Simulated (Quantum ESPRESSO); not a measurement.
## TaO: Wannier functions under several settings

```
CELL_PARAMETERS angstrom
3.06611 0.00000 0.00000
-1.53306 2.65533 0.00000
0.00000 0.00000 3.85502
ATOMIC_POSITIONS crystal
Ta 0.00000 0.00000 0.50000
O 0.00000 0.00000 0.00000
```

The cell was built by a generator and needn't be a form met in nature.

All runs used Quantum ESPRESSO 7.5; potentials GBRV 1.5 PBE; k mesh 8 × 8 × 6; given cell; no spin polarisation; cutoff 762 eV; occupations fermi-dirac, width 0.05 eV.

```tsv
level	start	Wannier mesh	spread a function (Å²)	RMS miss of the bands (meV)
PBE	atomic projections with disentanglement	6 × 6 × 4	1.05	3
PBE	atomic projections with disentanglement, not minimised	6 × 6 × 4	?	?
PBE	SCDM with an erfc weight	6 × 6 × 4	2.88	58
```

**Question.** What stands in the row left open?

**Answer.** Spread a function 1.43 Å²; RMS miss of the bands 6 meV.

Caveats: an odd number of electrons without spin polarisation forces a metal; a magnetic or distorted state may lie lower; the Wannier minimisation didn't converge (some runs).

For the row left open. Caveat: an odd number of electrons without spin polarisation forces a metal; a magnetic or distorted state may lie lower.
